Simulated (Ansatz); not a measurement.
Task: a calculation of the dielectric tensor and Born charges of CsH, space group Fm-3m, with Ansatz 0.2.0 through its Python package. Give the script and its output. Settings: LDA, PAW, the default cutoff (420 eV here), 4×4×4 k-points, fixed occupations.

Input file `POSCAR`:
```text
CsH
1.0
   0.00000000    3.18800000    3.18800000
   3.18800000    0.00000000    3.18800000
   3.18800000    3.18800000    0.00000000
Cs H
1 1
Direct
   0.00000000    0.00000000    0.00000000
   0.50000000    0.50000000    0.50000000
```

`run_eps.py`
```python
'''Response of CsH to an electric field.'''

import warnings

import ansatz as az
from ase.io import read
import numpy as np

config = {
    'xc': 'lda',
    'beta': 0.1,
    'tolerance': 1e-07,
    'max_iterations': 80,
    'extra_bands': 2,
    'filling': 'fixed',
}


def main() -> None:
    warnings.simplefilter('ignore', az.DeckWarning)

    atoms = read('POSCAR', format='vasp')
    csh = az.Crystal.from_ase(atoms)

    # an insulator: whole occupations
    calculation = csh.calculation()
    calculation = calculation.functional(config['xc'])
    calculation = calculation.accuracy('low')
    calculation = calculation.kpoints(4).mixing('broyden', beta=config['beta'])
    calculation = calculation.scf(tolerance=config['tolerance'], max_iterations=config['max_iterations'], extra_bands=config['extra_bands'])
    calculation = calculation.occupations(config['filling'])
    calculation = calculation.dielectric()
    res = calculation.run(threads=1)
    response = res.dielectric
    eps = np.asarray(response.eps_inf)

    print('eps_inf')
    print(np.round(eps, 3) + 0.0)
    for index, (site, z) in enumerate(zip(res.lattice.sites, response.zstar_e)):
        print('Born charge tensor of', site.symbol, index)
        print(np.round(z, 3) + 0.0)
    print(f'charge neutrality missed by {response.zstar_sum_residual_pre_e:.4f} e before the sum rule')


if __name__ == '__main__':
    main()
```

Running `python run_eps.py` prints:
```text
eps_inf
[[3.279 0.    0.   ]
 [0.    3.279 0.   ]
 [0.    0.    3.279]]
Born charge tensor of Cs 0
[[1.128 0.    0.   ]
 [0.    1.128 0.   ]
 [0.    0.    1.128]]
Born charge tensor of H 1
[[-1.128  0.     0.   ]
 [ 0.    -1.128  0.   ]
 [ 0.     0.    -1.128]]
charge neutrality missed by 0.0008 e before the sum rule
```

Reading the output:
- These settings explore the input space; cutoff and mesh may be short of convergence.
- The Fermi level of a run with fixed occupations marks the highest occupied state on its mesh, not mid-gap.
- The k-point mesh is coarse, and energy and stress weren't tested for convergence.
- The structure is a deposited one; some such entries were measured under pressure or heat, so a shift against it needn't be the functional's error alone.
- This is the electronic (clamped-ion) response; a semilocal gap that is too small tends to raise it. The typed mesh is that of the SCF; the response is solved on denser meshes that the run picks.
- The whole script took 11 s on 1 thread of Arm Neoverse V1, on a shared host, peak memory 0.47 GiB.
